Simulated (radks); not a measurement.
# Si²⁺ with its nuclear charge varied continuously

What is the energy between the elements? 12 electrons are held in [Ne] 3s2 while Z is changed in small steps.

Method: non-relativistic Kohn-Sham, PBE, spin-polarised, spherical densities, point nucleus. Code: radks (a radial shooting solver on a logarithmic mesh, Libxc functionals) version 1.

### 1 The system

| Item | Value |
| --- | --- |
| element | silicon (Z = 14) |
| charge | +2 |
| electrons | 12 |
| configuration | [Ne] 3s2 |

The outer shells:

Si²⁺
```
[Ne] core
3s [↑↓]
```

In the logs a row gives level, spin channel, occupation and eigenvalue; Etot, Ekin, Encl (electron-nucleus), Eh (Hartree) and Exc are energies, all in hartree; err is the last residual, it the number of iterations.

### 2 Z = 14

The run's settings:

```text
Z 14
configuration [Ne] 3s2
relativity non-relativistic
functional pbe,pbe
spin polarised
nucleus point
```

What it wrote:

```text
1s      1   1.0000         -66.26248531
2s      1   1.0000          -5.88519160
2p      1   3.0000          -4.29748133
3s      1   1.0000          -1.04653123
1s      2   1.0000         -66.26248531
2s      2   1.0000          -5.88519160
2p      2   3.0000          -4.29748133
3s      2   1.0000          -1.04653123
Etot -288.3297321447851
Ekin 287.9385494233584
Encl -678.1732066311329
Eh 121.99078833232348
Exc -20.085863269334077
err 4.459540724480001e-10
it 14
```

3s is the highest filled level (-28.478 eV).

Sizes of the orbitals, from the radial functions (bohr):

```tsv
level	occupation	energy (eV)	<r>	outermost maximum (interpolated)	90 % within	nodes
1s	2	-1803.1	0.1116	0.0730	0.199	0
2s	2	-160.14	0.5691	0.456	0.896	1
2p	6	-116.94	0.5367	0.388	0.901	0
3s	2	-28.478	1.956	1.70	2.91	2
```

The radial density on a logarithmic grid:

```tsv
r (bohr)	4πr²ρ (e/bohr)
0.00404	0.3248
0.00575	0.6260
0.00824	1.199
0.0118	2.230
0.0168	3.922
0.0241	6.576
0.0345	10.11
0.0490	13.68
0.0703	15.76
0.0999	14.70
0.143	11.27
0.205	9.665
0.292	12.19
0.418	14.29
0.600	10.56
0.853	4.493
1.22	1.644
1.74	1.318
2.49	0.6806
3.57	0.1143
5.08	0.004697
```

### 3 Z = 13

Input: that of step 2 with these lines changed.

```diff
@@ -1,2 +1,2 @@
-Z 14
+Z 13
 configuration [Ne] 3s2
```

What it wrote:

```text
1s      1   1.0000         -55.71830680
2s      1   1.0000          -4.26497829
2p      1   3.0000          -2.86769786
3s      1   1.0000          -0.54333170
1s      2   1.0000         -55.71830680
2s      2   1.0000          -4.26497829
2p      2   3.0000          -2.86769786
3s      2   1.0000          -0.54333170
Etot -242.01287739557483
Ekin 241.63489919889344
Encl -574.477735018487
Eh 109.03305707402578
Exc -18.20309865000705
err 8.450753954365754e-10
it 14
```

Energy against step 2 (Z = 14): +1260.3 eV. 3s is the highest filled level (-14.785 eV).

### 4 Z = 13.25

Input: that of step 3 with these lines changed.

```diff
@@ -1,2 +1,2 @@
-Z 13
+Z 13.25
 configuration [Ne] 3s2
```

What it wrote:

```text
1s      1   1.0000         -58.25878683
2s      1   1.0000          -4.64465833
2p      1   3.0000          -3.19993120
3s      1   1.0000          -0.65726018
1s      2   1.0000         -58.25878683
2s      2   1.0000          -4.64465833
2p      2   3.0000          -3.19993120
3s      2   1.0000          -0.65726018
Etot -253.19353342154352
Ekin 252.81198251410805
Encl -599.6218129356145
Eh 112.29112885306762
Exc -18.674831853104752
err 6.795850599484749e-10
it 14
```

E − E(step 2, Z = 14) = +956.105 eV. 3s is the highest filled level (-17.885 eV).

### 5 Z = 13.5

Input: that of step 4 with these lines changed.

```diff
@@ -1,2 +1,2 @@
-Z 13.25
+Z 13.5
 configuration [Ne] 3s2
```

What it wrote:

```text
1s      1   1.0000         -60.86309446
2s      1   1.0000          -5.04138425
2p      1   3.0000          -3.54909600
3s      1   1.0000          -0.77920040
1s      2   1.0000         -60.86309446
2s      2   1.0000          -5.04138425
2p      2   3.0000          -3.54909600
3s      2   1.0000          -0.77920040
Etot -264.6400353280039
Ekin 264.2551050558495
Encl -625.2848021179286
Eh 115.53546729658365
Exc -19.14580556250843
err 5.56500719245439e-10
it 14
```

E − E(step 2, Z = 14) = +644.629 eV. 3s is the highest filled level (-21.203 eV).

### 6 Z = 13.75

Input: that of step 5 with these lines changed.

```diff
@@ -1,2 +1,2 @@
-Z 13.5
+Z 13.75
 configuration [Ne] 3s2
```

What it wrote:

```text
1s      1   1.0000         -63.53104330
2s      1   1.0000          -5.45495007
2p      1   3.0000          -3.91499747
3s      1   1.0000          -0.90899854
1s      2   1.0000         -63.53104330
2s      2   1.0000          -5.45495007
2p      2   3.0000          -3.91499747
3s      2   1.0000          -0.90899854
Etot -276.3521629912937
Ekin 275.96402749570655
Encl -651.468210455796
Eh 118.7681419110301
Exc -19.61612194223438
err 4.618918677406694e-10
it 14
```

E − E(step 2, Z = 14) = +325.926 eV. The top filled level is 3s, -24.735 eV.

### 7 Z = 14.25

Input: that of step 6 with these lines changed.

```diff
@@ -1,2 +1,2 @@
-Z 13.75
+Z 14.25
 configuration [Ne] 3s2
```

What it wrote:

```text
1s      1   1.0000         -69.05730068
2s      1   1.0000          -6.33197576
2p      1   3.0000          -4.69642325
3s      1   1.0000          -1.19169802
1s      2   1.0000         -69.05730068
2s      2   1.0000          -6.33197576
2p      2   3.0000          -4.69642325
3s      2   1.0000          -1.19169802
Etot -300.57258670736945
Ekin 300.178500993423
Encl -705.4007128510669
Eh 125.20472209157428
Exc -20.55509694129978
err 3.7767348956285287e-10
it 14
```

E − E(step 2, Z = 14) = -333.145 eV. The top filled level is 3s, -32.428 eV.

### 8 Z = 14.5

Input: that of step 7 with these lines changed.

```diff
@@ -1,2 +1,2 @@
-Z 14.25
+Z 14.5
 configuration [Ne] 3s2
```

What it wrote:

```text
1s      1   1.0000         -71.91539095
2s      1   1.0000          -6.79519310
2p      1   3.0000          -5.11172155
3s      1   1.0000          -1.34441602
1s      2   1.0000         -71.91539095
2s      2   1.0000          -6.79519310
2p      2   3.0000          -5.11172155
3s      2   1.0000          -1.34441602
Etot -313.0805931190024
Ekin 312.68373677141614
Encl -733.151468284116
Eh 128.41101736324214
Exc -21.02387896954464
err 6.061196065748218e-10
it 15
```

Energy against step 2 (Z = 14): -673.505 eV. 3s is the highest filled level (-36.583 eV).

### 9 Z = 14.75

Input: that of step 8 with these lines changed.

```diff
@@ -1,2 +1,2 @@
-Z 14.5
+Z 14.75
 configuration [Ne] 3s2
```

What it wrote:

```text
1s      1   1.0000         -74.83667406
2s      1   1.0000          -7.27475241
2p      1   3.0000          -5.54329192
3s      1   1.0000          -1.50461602
1s      2   1.0000         -74.83667406
2s      2   1.0000          -7.27475241
2p      2   3.0000          -5.54329192
3s      2   1.0000          -1.50461602
Etot -325.8536360722482
Ekin 325.4541311017923
Encl -761.4260735551985
Eh 131.61056286397553
Exc -21.492256482817538
err 5.375009993682209e-10
it 15
```

Energy against step 2 (Z = 14): -1021.1 eV. 3s is the highest filled level (-40.943 eV).

### 10 Z = 15

Input: that of step 9 with these lines changed.

```diff
@@ -1,2 +1,2 @@
-Z 14.75
+Z 15
 configuration [Ne] 3s2
```

What it wrote:

```text
1s      1   1.0000         -77.82108080
2s      1   1.0000          -7.77057691
2p      1   3.0000          -5.99106373
3s      1   1.0000          -1.67223966
1s      2   1.0000         -77.82108080
2s      2   1.0000          -7.77057691
2p      2   3.0000          -5.99106373
3s      2   1.0000          -1.67223966
Etot -338.891615238109
Ekin 338.4895745578831
Encl -790.2250226560652
Eh 134.80410242389866
Exc -21.960269563825506
err 4.5806417995552e-10
it 15
```

E − E(step 2, Z = 14) = -1375.9 eV. Highest occupied level: 3s at -45.504 eV.

### 11 Results

```tsv
Z	E (hartree)	E(electron-nucleus)/Z (hartree)	highest level	its energy (eV)	<r> (bohr)
13	-242.01288	-44.1906	3s	-14.785	2.381
13.25	-253.19353	-45.2545	3s	-17.885	2.255
13.5	-264.64004	-46.3174	3s	-21.203	2.143
13.75	-276.35216	-47.3795	3s	-24.735	2.044
14	-288.32973	-48.4409	3s	-28.478	1.956
14.25	-300.57259	-49.5018	3s	-32.428	1.875
14.5	-313.08059	-50.5622	3s	-36.583	1.802
14.75	-325.85364	-51.6221	3s	-40.943	1.736
15	-338.89162	-52.6817	3s	-45.504	1.674
```

At Z = 14 the central difference of E is -48.441 hartree, against -48.441 from the Hellmann-Feynman theorem. The top level goes from -14.785 eV at Z = 13 to -45.504 eV at Z = 15.
